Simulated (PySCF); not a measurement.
# TiF₄: rigid scans about the minimum

Aim: map the energy of singlet TiF₄ about its B3LYP minimum, with rigid distortions.

Computed with PySCF 2.14.0. Level: B3LYP, basis Ti def2-SVP, F def2-SVP, no relativity, density fitting.

## (1) Where the work starts

5 atoms, charge 0, spin multiplicity 1.

Bond lengths: Ti1–F2 1.735 Å, Ti1–F3 1.735 Å, Ti1–F4 1.735 Å, Ti1–F5 1.735 Å. Angles: F2–Ti1–F3 109.5°, F2–Ti1–F4 109.5°, F2–Ti1–F5 109.5°, F3–Ti1–F4 109.5°, F3–Ti1–F5 109.5°, F4–Ti1–F5 109.5°.

Z-matrix (Å, degrees; charge 0 multiplicity 1):
```
Ti
F  1 1.7346
F  1 1.7346 2 109.47
F  1 1.7346 2 109.47 3 120.00
F  1 1.7346 2 109.47 3 -120.00
```

## (2) Fields at the lowest minimum

The plane holds Ti1 at (0.00, 0.00), F2 at (1.73, 0.00), F3 at (-0.58, 1.64) Å. Columns run from x = -2.55 to 4.05 Å, rows from y = 4.05 (top) to -1.95 Å, in steps of 0.3 Å.

Density (cut at 5 e/Å³):

Ten steps from '0' (0.000 e/Å³) to '9' (5.000 e/Å³), finer at the low end (step k begins (100^(k/10) - 1)/99 of the way up):
```
00000000000000000000000
00000000000000000000000
00000000000000000000000
00000000000000000000000
00000111100000000000000
00001344320000000000000
00013577632000000000000
00025899853100000000000
00125999963100000000000
00025899963111110000000
00024688753222322100000
00012456775345654210000
00001358998568997410000
00001379999779998520000
00001379999779998520000
00001258998568997410000
00001235675345654210000
00001123332222322100000
00000111111011110000000
00000001000000000000000
00000000000000000000000
```

ELF (0 where the density is under 0.005 e/Å³):

Ten even steps from '0' (0.00) to '9' (0.87):
```
00000000000000000000000
00000000000000000000000
00000000000000000000000
00000011000000000000000
00002344310000000000000
00024677642000000000000
00136999964100000000000
00148998985200000000000
00258915996200000000000
00258987984001221000000
00147898520015654210000
00024322342038987520000
00000028888259999741000
00000079558369159852000
00000089559369159852000
00000038999259999741000
00000002684038987520000
00000000000025654210000
00000000000002321000000
00000000000000000000000
00000000000000000000000
```

Electrostatic potential (cut at 20 V):

Ten steps from '0' (-0.66 V) to '9' (20.00 V), finer at the low end (step k begins (100^(k/10) - 1)/99 of the way up):
```
22222222222233333333333
22222222222233333333333
22221111222233333333333
22211000122233333333333
22110000112233333333333
22100244322333333333333
22113688743333333333222
22226999964444333322222
33236999986554433222222
33346999987665432222222
34456899998775542111222
44556899999987765201122
44567899999999998400122
45567999999999999510122
45567999999999999510122
44567899999999998400122
44566899999987765201122
44456778998876542111222
34445667777765432222222
33444556666655433222222
33334445555554433332222
```

Along Ti1–F2 (1.735 Å) the density is least, 1.11 e/Å³, about 0.87 Å from Ti1; ELF there is 0.19.

Values on the line from Ti1 (at 0) through F2 (at 1.735 Å):

| distance (Å) | density (e/Å³) | ELF | electrostatic potential (V) |
| --- | --- | --- | --- |
| -0.61 | 3.56 | 0.885 | 57.2 |
| -0.43 | 8.6 | 0.819 | 132 |
| -0.26 | 19.9 | 0.143 | 379 |
| -0.09 | 478 | 0.535 | 2.16e+03 |
| 0.17 | 105 | 0.809 | 749 |
| 0.35 | 9.99 | 0.293 | 219 |
| 0.52 | 5.26 | 0.8 | 86.2 |
| 0.69 | 2.02 | 0.541 | 41.3 |
| 0.87 | 1.11 | 0.187 | 24.1 |
| 1.04 | 1.56 | 0.547 | 19.8 |
| 1.21 | 3.42 | 0.819 | 31.9 |
| 1.39 | 7.66 | 0.715 | 89.9 |
| 1.56 | 20.6 | 0.129 | 351 |
| 1.82 | 171 | 0.947 | 967 |
| 1.99 | 11.2 | 0.43 | 166 |
| 2.17 | 4.95 | 0.858 | 45.6 |
| 2.34 | 1.91 | 0.864 | 13.3 |
| 2.52 | 0.681 | 0.785 | 3.51 |
| 2.69 | 0.25 | 0.623 | 0.463 |

Making the fields took 4.2 s on 2 threads of Intel Xeon Platinum 8488C (Sapphire Rapids), shared host.

## (3) Breathing scan

One driver script runs all scans and calls PySCF for each point, on a (75, 302) grid.

Started as:

```sh
$ OMP_NUM_THREADS=2 python axn.py task.json out
```

A rigid scan with B3LYP: all bonds to the central atom are scaled together. Each point starts from its neighbour's orbitals, and energies count from the minimum.

| scale of all bonds to the centre | energy (kJ/mol) |
| --- | --- |
| 0.88 | 477.4 |
| 0.92 | 185.2 |
| 0.96 | 40.5 |
| 1.00 | 0.0 |
| 1.04 | 31.2 |
| 1.08 | 110.3 |
| 1.14 | 282.4 |
| 1.22 | 556.8 |
| 1.35 | 1011.5 |

The scan took 30 s.

## (4) Stretching one bond

A rigid scan with B3LYP: the bond from Ti to the last atom (F) is scaled and the rest held.

| scale of one bond | energy (kJ/mol) | dipole size (D) |
| --- | --- | --- |
| 0.92 | 39.0 | 0.83 |
| 0.96 | 8.6 | 0.40 |
| 1.00 | 0.0 | 0.00 |
| 1.05 | 10.1 | 0.47 |
| 1.12 | 47.2 | 1.06 |
| 1.20 | 105.3 | 1.67 |
| 1.35 | 223.2 | 2.65 |
| 1.55 | 363.8 | 3.67 |
| 1.80 | 496.1 | 4.50 |
| 2.20 | 623.0 | 5.27 |

The scan took 33 s.

A restricted determinant lies too high at long bonds, where the pair should uncouple.

## (5) From tetrahedral to square planar

A rigid scan with B3LYP: D2d path, angle between each bond and the S4 axis (54.74 tetrahedral, 90 square planar), bonds fixed.

| angle of the bonds to the S4 axis (°) | energy (kJ/mol) |
| --- | --- |
| 45.0 | 54.3 |
| 50.0 | 11.8 |
| 54.7 | 0.0 |
| 60.0 | 12.6 |
| 66.0 | 52.5 |
| 72.0 | 112.5 |
| 78.0 | 180.8 |
| 84.0 | 237.1 |
| 90.0 | 259.5 |

The scan took 21 s.

## (6) Results

| quantity | value |
| --- | --- |
| all bonds 4 % longer | 31.2 kJ/mol |
| one bond 20 % longer | 105.3 kJ/mol |
| square planar shape, bonds held | 259.5 kJ/mol |

In words: The well is lopsided, 40.5 kJ/mol for 4 % shorter bonds against 31.2 for 4 % longer ones. Held rigid otherwise, the square planar shape costs 260 kJ/mol. Whether spin polarisation would lower the closed shell was not checked.
